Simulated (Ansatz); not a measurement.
TeAs on several prototypes, a ranking of structure types by relaxed energy

Computed with Ansatz 0.2.0 through its Python package.

Typed at the interpreter:
```pycon
>>> import ansatz as az
>>> import numpy as np
>>> def cuau(A, B, a):
...     return (
...         az.Lattice.from_parameters(a, a, 1.35 * a, alpha=90, beta=90, gamma=90)
...         .space_group(123)
...         .atom(A, (0, 0, 0))
...         .atom(B, (0.5, 0.5, 0.5))
...     )
...
>>> def wurtzite(first, second, a):
...     return (
...         az.Lattice.from_parameters(a, a, 1.633 * a, alpha=90, beta=90, gamma=120)
...         .space_group(186)
...         .atom(first, (1 / 3, 2 / 3, 0))
...         .atom(second, (1 / 3, 2 / 3, 0.375))
...     )
...
>>> def rocksalt(first, second, a):
...     return az.Crystal.rocksalt(first, second, a=a)
...
>>> def compute(name, crystal):
...     calc = (
...         crystal.calculation()
...         .functional('lda')
...         .mixing('broyden', preconditioner='resta')
...         .scf(tolerance=1e-08)
...         .basis(520)
...         .kpoints(spacing=0.3)
...         .occupations('fermi_dirac', width=0.02)
...         .stress()
...         .band_table()
...     )
...     calc = calc.relax(force_tolerance=0.03, max_steps=40, cell=True)
...     return calc.run()
...
>>> def volume_per_atom(outcome):
...     return abs(np.linalg.det(outcome.lattice.cell_ang)) / len(outcome.lattice.sites)
...
>>> def pressure_gpa(outcome):
...     return float(np.trace(outcome.report['stress_gpa']) / 3)
...
>>> phases = {}
>>> phases['CuAu'] = cuau('Te', 'As', 3.38)
>>> phases['wurtzite'] = wurtzite('Te', 'As', 4.48)
>>> phases['rocksalt'] = rocksalt('Te', 'As', 5.94)
>>> done = {name: compute(name, crystal) for name, crystal in phases.items()}
DeckWarning: relax.cell: scf.convergence.dr2_threshold = 1e-8 eV is looser than the 2e-10 eV advised for a relaxation that steers and ends on the stress (1e-10 eV for each atom of the cell: 2). What an SCF threshold leaves in a stress goes as its square root, and in the free energy as the threshold itself, and one [...]
DeckWarning: relax.cell: scf.convergence.dr2_threshold = 1e-8 eV is looser than the 4e-10 eV advised for a relaxation that steers and ends on the stress (1e-10 eV for each atom of the cell: 4). What an SCF threshold leaves in a stress goes as its square root, and in the free energy as the threshold itself, and one [...]
>>> energy = {name: o.report['energy_sigma0_ev'] / len(o.lattice.sites) for name, o in done.items()}
>>> lowest = min(energy.values())
>>> rows = [(name, len(o.lattice.sites), 1000 * (energy[name] - lowest), volume_per_atom(o), pressure_gpa(o)) for name, o in done.items()]
>>> rows.sort(key=lambda row: row[2])
>>> print('     phase       atoms  dE (meV/atom)  V (A^3/atom)     P (GPa)')
     phase       atoms  dE (meV/atom)  V (A^3/atom)     P (GPa)
>>> for row in rows:
...     print(f'{str(row[0]):>10}  {row[1]:10d}  {row[2]:13.1f}  {row[3]:12.3f}  {row[4]:10.2f}')
...
  rocksalt           2            0.0        24.508       -0.02
  wurtzite           4          268.6        30.073        0.00
      CuAu           2          271.6        22.095        0.01
```

By space group at the end of each run: Fm-3m (+0 meV an atom, 24.5 Å³), P6_3/mmc (+269 meV an atom, 30.1 Å³) and P4/mmm (+272 meV an atom, 22.1 Å³).

Reading the output:
- These settings explore the input space; cutoff and mesh may be short of convergence.
- For the metals among these phases the mesh is modest: differences between phases can be off by up to 40 meV an atom.
- Pressure is positive in compression.
- Warnings are shown shortened and without file and line.
- The cells are built on prototypes, so most aren't the phase found in nature. Rows bear the name of their start, and a relaxation keeps or raises the symmetry. Differences under about 40 meV an atom lie within the error of mesh and functional.
- Timing: 100 s on 1 thread of Arm Neoverse V2 (shared host), peak memory 0.5 GiB.

(Lines on the test bed's own set-up are left out of the output.)
